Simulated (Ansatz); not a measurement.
Sc on several prototypes, a ranking of structure types by relaxed energy

Run with Ansatz's Python interface.

`prototypes_sc.py`
```python
# -*- coding: utf-8 -*-
"""Structural preference of Sc among simple prototypes."""

import ansatz as az
import numpy as np

XC = "lda"
ECUT = 500
K_SPACING = 0.33
SMEARING = "fermi_dirac"
SIGMA = 0.05


def diamond(A, a):
    return (
        az.Lattice.fcc(a)
        .space_group(227, origin_choice=1)
        .atom(A, [0, 0, 0])
        .primitive()
    )


def bcc(a_site, a):
    return az.Crystal.bcc(a_site, a=a)


def fcc(A, a):
    return (
        az.Lattice.fcc(a)
        .space_group(225)
        .atom(A, [0, 0, 0])
        .primitive()
    )


def sc(A, a):
    return (
        az.Lattice.cubic(a)
        .space_group(221)
        .atom(A, [0, 0, 0])
    )


def hcp(first, a):
    return (
        az.Lattice.from_parameters(a, a, 1.633 * a, alpha=90, beta=90, gamma=120)
        .space_group(194)
        .atom(first, [1 / 3, 2 / 3, 0.25])
    )


def compute(name, crystal, relax=True):
    calc = (
        crystal.calculation()
        .functional(XC)
        .basis(ECUT)  # cutoff of the orbital basis
        .kpoints(spacing=K_SPACING)  # the mesh must be finer for metals
        .occupations(SMEARING, width=SIGMA)
        .stress()  # GPa
        .band_table()
    )
    if relax:
        calc = calc.relax(force_tolerance=0.03, max_steps=40, cell=True)
    return calc.run(threads=1, backend="cpu")

def bulk_modulus(name, outcome, step=0.01):
    # B = -V dP/dV from the pressures of two uniformly scaled cells, atoms held at their fractions
    pressure = []
    for factor in (1 - step, 1.0, 1 + step):
        cell = az.Crystal(lattice=az.Lattice.of(outcome.lattice.cell_ang * factor ** (1 / 3)))
        for site in outcome.report["lattice"]["sites"]:
            cell = cell.atom(site["symbol"], site["position_frac"])
        pressure.append(np.trace(compute(name, cell, relax=False).report["stress_gpa"]) / 3)
    slope, bend = (pressure[0] - pressure[2]) / (2 * step), abs(pressure[0] + pressure[2] - 2 * pressure[1])
    # a jump of mesh or basis between the cells shows as a kink: no modulus then
    return float(slope) if bend < 12 * step**2 * abs(slope) + 0.15 and abs(pressure[1]) < 1.5 else float("nan")

def relaxed_twice(name, crystal):
    # the second pass draws mesh and plane waves anew for the relaxed cell
    first = compute(name, crystal)
    again = az.Crystal(lattice=az.Lattice.of(first.lattice.cell_ang))
    for site in first.report["lattice"]["sites"]:
        again = again.atom(site["symbol"], site["position_frac"])
    return compute(name, again)


def pressure_gpa(outcome):
    return float(np.trace(outcome.report["stress_gpa"]) / 3)


def volume_per_atom(outcome):
    return abs(np.linalg.det(outcome.lattice.cell_ang)) / len(outcome.lattice.sites)


def main():
    # starting lattice constants are rough guesses; the relaxation finds the rest
    phases = {}
    phases["diamond"] = diamond("Sc", 6.38)
    phases["bcc"] = bcc("Sc", 3.68)
    phases["fcc"] = fcc("Sc", 4.64)
    phases["sc"] = sc("Sc", 3.02)
    phases["hcp"] = hcp("Sc", 3.28)

    done = {}
    for name, crystal in phases.items():
        try:
            done[name] = relaxed_twice(name, crystal)
        except az.NonConvergedError as error:
            print(name, "did not converge:", str(error)[:120])

    energy = {name: o.report["energy_sigma0_ev"] / len(o.lattice.sites) for name, o in done.items()}
    lowest = min(energy.values())
    rows = [(name, len(o.lattice.sites), 1000 * (energy[name] - lowest), pressure_gpa(o), volume_per_atom(o), bulk_modulus(name, o)) for name, o in done.items()]
    rows.sort(key=lambda row: row[2])
    print("     phase       atoms  dE (meV/atom)     P (GPa)  V (A^3/atom)     B (GPa)")
    for row in rows:
        print(f"{str(row[0]):>10}  {row[1]:10d}  {row[2]:13.1f}  {row[3]:10.2f}  {row[4]:12.3f}  {row[5]:10.0f}")
    print("lowest in energy:", rows[0][0])


if __name__ == "__main__":
    main()
```

```console
$ python prototypes_sc.py
     phase       atoms  dE (meV/atom)     P (GPa)  V (A^3/atom)     B (GPa)
       hcp           2            0.0       -0.01        22.527          63
       fcc           1           46.6       -0.04        22.303          59
       bcc           1          126.9        0.00        22.679          61
        sc           1          743.1       -0.00        23.244          44
   diamond           2         1956.6        0.04        26.959          27
lowest in energy: hcp
```

By space group at the end of each run: P6_3/mmc (+0 meV an atom, 22.5 Å³), Fm-3m (+47 meV an atom, 22.3 Å³), Im-3m (+127 meV an atom, 22.7 Å³), Pm-3m (+743 meV an atom, 23.2 Å³) and Fd-3m (+1957 meV an atom, 27.0 Å³).

Caveats:
- The run is spin-unpolarised.
- For the metals among these phases the mesh is modest: differences between phases can be off by up to 40 meV an atom.
- Pressure is positive in compression.
- The cells are built on prototypes, so most aren't the phase found in nature. Rows bear the name of their start, and a relaxation keeps or raises the symmetry. Differences under about 40 meV an atom lie within the error of mesh and functional.
- Run time: 43 s on 1 thread of Arm Neoverse V1, on a shared host, peak memory 0.4 GiB.

(A comment or docstring line of the script was reworded after the run, the code is as it ran; lines on the test bed's own set-up are left out of the output.)
